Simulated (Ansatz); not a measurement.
A nudged elastic band was laid between two geometries of a periodic cell of 39 atoms, Al$_{16}$O$_{22}$F (host Al2O3, host structure R-3c, dopant F, one O atom removed), cell charge -1.

Method: DFT PBE, scalar-relativistic, plane waves, PAW (Ansatz 0.2.0). Settings: PAW set soft_1, cutoff 420 eV, k mesh 2x2x2, fermi-dirac smearing 0.02 eV, no spin polarisation.

```
movable images  : 7
climbing image  : yes
spring          : 10.0 eV/Å²
optimiser       : quadratic models (default)
start path      : IDPP
force threshold : 0.05 eV/Å
iteration limit : 28
end points      : relaxed
```

First end point:

```xyz
39
Lattice="-4.7540 -2.7447 4.3300 4.7540 -2.7447 4.3300 0.0000 5.4894 4.3300" Properties=species:S:1:pos:R:3
Al -0.009 -0.036 4.557
Al -0.128 -0.010 1.894
Al 0.001 -0.082 8.296
Al 0.114 0.106 10.962
O -0.945 1.366 7.566
O -0.838 -1.569 7.594
O 0.897 -1.345 5.450
O 0.714 1.443 5.434
O -1.661 -0.137 5.418
Al -0.016 -2.776 8.904
Al 0.024 -2.711 6.275
Al 0.027 2.682 4.133
Al -0.018 2.751 6.751
F 4.362 1.550 7.716
O -0.785 1.267 3.252
O -3.087 0.061 7.616
O -3.859 -1.411 5.421
O 0.712 -1.337 9.831
O 3.096 -0.148 5.365
Al -2.367 1.371 8.917
Al -2.373 1.337 6.268
Al 2.380 -1.427 4.187
Al 2.162 -0.935 7.152
O 1.403 -0.032 3.266
O 1.580 2.680 7.578
O -0.717 -4.031 7.549
O -1.419 -0.010 9.742
O -1.648 -2.644 5.408
O 0.754 3.971 5.457
Al 2.297 1.299 8.743
Al 2.395 1.378 6.195
Al -2.388 -1.356 4.085
Al -2.437 -1.447 6.739
O 1.444 -2.729 7.608
O -3.032 2.665 7.544
O -0.767 -1.263 3.238
O -1.467 2.705 5.365
O 3.119 -2.772 5.257
O 0.736 1.297 9.720
```

Last end point:

```xyz
39
Lattice="-4.7540 -2.7447 4.3300 4.7540 -2.7447 4.3300 0.0000 5.4894 4.3300" Properties=species:S:1:pos:R:3
Al 0.069 0.105 4.608
Al 0.030 -0.009 1.944
Al -0.153 -0.045 8.529
Al 0.065 -0.042 11.195
O -0.909 1.351 7.612
O -0.798 -1.532 7.618
O 0.933 -1.412 5.374
O 0.837 1.403 5.574
O -1.607 -0.108 5.410
Al 0.023 -2.765 8.893
Al -0.008 -2.754 6.244
Al -0.276 3.147 3.680
Al 0.042 2.715 6.644
F 1.221 -0.259 7.440
O -0.709 1.313 3.249
O -3.118 0.131 7.553
O -3.810 -1.374 5.413
O 0.796 -1.284 9.660
O 3.140 -0.123 5.466
Al -2.423 1.369 8.886
Al -2.347 1.372 6.257
Al 2.376 -1.353 4.081
Al 2.414 -1.427 6.699
O 1.473 0.033 3.265
O 1.640 2.716 7.583
O -0.715 -3.988 7.595
O -1.496 0.010 9.771
O -1.645 -2.639 5.423
O 0.713 4.040 5.383
Al 2.356 1.361 8.962
Al 2.477 1.404 6.417
Al -2.287 -1.358 4.093
Al -2.391 -1.355 6.746
O 1.486 -2.785 7.545
O -2.982 2.686 7.566
O -0.680 -1.231 3.235
O -1.424 2.735 5.463
O 3.142 -2.642 5.397
O 0.713 1.224 9.749
```

Which bonds break or form, and what moves?

The atom that moves furthest is F14, by 3.64 Å; four of its nearest neighbours are Al4 1.77, Al12 1.83, Al30 2.32, O29 2.39 Å at the first end and Al3 1.77, Al23 1.83, Al31 2.32, O7 2.38 Å at the last.

What energy profile does the band end with?

The forces met the threshold. The highest image is number 6 of 0 to 8, 1.87 eV above the ends, which have the same energy within 2 meV. The profile has 2 maxima (images 2, 6) with wells between them (image 4): this band takes more than one step, which may be the mechanism or a detour left from its start path. Neighbouring images differ by up to 1.3 eV, so the band resolves the path poorly. By the program's own check the climbing image is a first-order saddle point (lowest curvatures found: -1.26 and 1.63 eV/Å²). Limits of this set-up: no spin, though dangling bonds at a vacancy may carry it, a small cell, in which the defect meets its images, a typed lattice constant that wasn't relaxed here, charged cell in a uniform background, uncorrected.

| image | path coordinate (Å) | energy (eV) | Al3–Al23 (Å) | Al4–F14 (Å) | O8–Al12 (Å) |
| --- | --- | --- | --- | --- | --- |
| 0 | 0.00 | 0.00 | 2.59 | 1.77 | 1.92 |
| 1 | 0.71 | 1.29 | 2.77 | 2.06 | 1.81 |
| 2 | 1.42 | 1.87 | 2.89 | 2.46 | 1.81 |
| 3 | 2.13 | 1.69 | 2.82 | 2.74 | 1.93 |
| 4 | 2.83 | 1.35 | 2.79 | 2.91 | 2.20 |
| 5 | 3.54 | 1.71 | 3.20 | 3.30 | 2.33 |
| 6 | 4.25 | 1.87 | 3.49 | 3.86 | 2.41 |
| 7 | 4.94 | 1.22 | 3.49 | 4.19 | 2.57 |
| 8 | 5.63 | 0.00 | 3.44 | 3.93 | 2.80 |

What is the geometry of the highest image?


```xyz
39
Lattice="-4.7540 -2.7447 4.3300 4.7540 -2.7447 4.3300 0.0000 5.4894 4.3300" Properties=species:S:1:pos:R:3
Al 0.041 0.043 4.586
Al 0.049 -0.037 1.926
Al -0.018 0.091 8.389
Al -0.020 -0.008 11.140
O -1.029 1.447 7.549
O -0.744 -1.452 7.574
O 0.951 -1.395 5.406
O 0.783 1.429 5.494
O -1.619 -0.102 5.428
Al 0.046 -2.726 8.926
Al -0.065 -2.664 6.336
Al -0.163 2.969 3.897
Al 0.030 2.698 6.686
F 2.144 -0.082 7.295
O -0.665 1.236 3.219
O -3.133 0.111 7.599
O -3.817 -1.376 5.432
O 0.716 -1.287 9.830
O 3.160 -0.100 5.310
Al -2.405 1.386 8.886
Al -2.386 1.403 6.239
Al 2.399 -1.353 4.064
Al 2.478 -1.600 6.628
O 1.471 0.001 3.242
O 1.704 2.687 7.526
O -0.734 -3.992 7.642
O -1.438 0.047 9.714
O -1.661 -2.624 5.433
O 0.718 3.998 5.392
Al 2.076 1.343 8.984
Al 2.474 1.392 6.208
Al -2.347 -1.373 4.111
Al -2.404 -1.338 6.755
O 1.504 -2.677 7.694
O -3.118 2.650 7.637
O -0.709 -1.274 3.241
O -1.463 2.755 5.354
O 3.140 -2.712 5.371
O 0.742 1.388 10.136
```

Time of the run: 29 min on 2 threads of Intel(R) Xeon(R) Platinum 8488C (Sapphire Rapids) (shared host), peak memory 2.2 GiB.
